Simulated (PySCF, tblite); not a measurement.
# C₆H₈B₂+ (doublet): geometry, infrared bands and EPR parameters

What infrared bands and EPR parameters should C₆H₈B₂+ (doublet) (`[CH+]=[C]BC#CB(C)C`) show?

Computed with tblite 0.8.0 and PySCF 2.14.0, with density-fitted response routines of our own, on a single molecule in the gas phase. Atoms count from 0, in the outputs and in this text.

**1. Starting geometry**

16 atoms, charge 1, multiplicity 2; geometry from: force field or distance geometry start.

Bonds of the start (Å): C0–C1 1.31, C1–B2 1.58, B2–C3 1.57, C3–C4 1.20, C4–B5 1.54, B5–C6 1.61, B5–C7 1.56, C0–H8 1.06, B2–H9 1.20, C6–H10 1.09, C6–H11 1.11, C6–H12 1.10, C7–H13 1.12, C7–H14 1.13, C7–H15 1.13.

**2. Geometry optimisation with GFN2-xTB**

What the job is given:

```
{"job": {"kind": "relax", "xc": "GFN2-xTB", "basis": "xTB"}, "charge": 1, "multiplicity": 2}
C      3.776300     0.236100     0.802800
C      3.733500    -1.073900     0.719100
B      2.404200    -1.722100     1.263700
C      1.072000    -0.988400     0.866700
C      0.055900    -0.420200     0.576200
B     -1.225800     0.332300     0.167100
C     -1.163900     1.408700    -1.026000
C     -2.610200    -0.150900     0.708700
H      4.096300     1.239900     0.733100
H      2.373500    -2.918000     1.175300
H     -0.621600     2.296800    -0.703100
H     -2.227700     1.628000    -1.262700
H     -0.670400     0.876200    -1.848900
H     -2.680600    -1.256600     0.867900
H     -3.352400     0.082700    -0.116600
H     -2.966700     0.438300     1.600100
```

Started as:

```
$ OMP_NUM_THREADS=1 python probes_run.py task.json out
```

The driver reads the jobs from task.json and runs them one after another.

**Question.** This job is followed by: GFN2-xTB harmonic vibrations, gas phase; UKS B3LYP, pcH-1 on B C H, non-relativistic, mean-field spin-orbit, GIAO. Predict these results of the whole session: strongest single infrared mode (GFN2-xTB); zero-point energy (GFN2-xTB); g(iso) (B3LYP); ⟨S²⟩; largest a(iso) (averaged by class).

**Answer**, as computed:

| quantity | value |
| --- | --- |
| strongest single infrared mode (GFN2-xTB) | 2148 cm⁻¹, 386 km/mol |
| zero-point energy (GFN2-xTB) | 71.2 kcal/mol |
| g(iso) (B3LYP) | 2.00318 |
| ⟨S²⟩ | 0.754 (exact 0.75) |
| largest a(iso) (averaged by class) | 1H on H9, 222.8 MHz |

**Reading.** Over 113 steps the energy fell by 2.039 eV; of the close pairs, C0–C1 changed most, 1.313 to 1.213 Å. No mode is imaginary among the 42: a minimum at this level. The strongest single mode, at 2148 cm⁻¹, is carried by C1, C0, C4, C3. Unscaled tight-binding wavenumbers are off by several per cent, some by more. Its intensities can rank the bands wrongly. The largest share of the spin, 0.32 e, sits on C3. The isotropic g lies 0.9 ppt above the free-electron value. These values are for one conformer; the search (at its own cheap level) found 2 more, at 0.06, 0.20 kcal/mol, and measured spectra average over such forms.
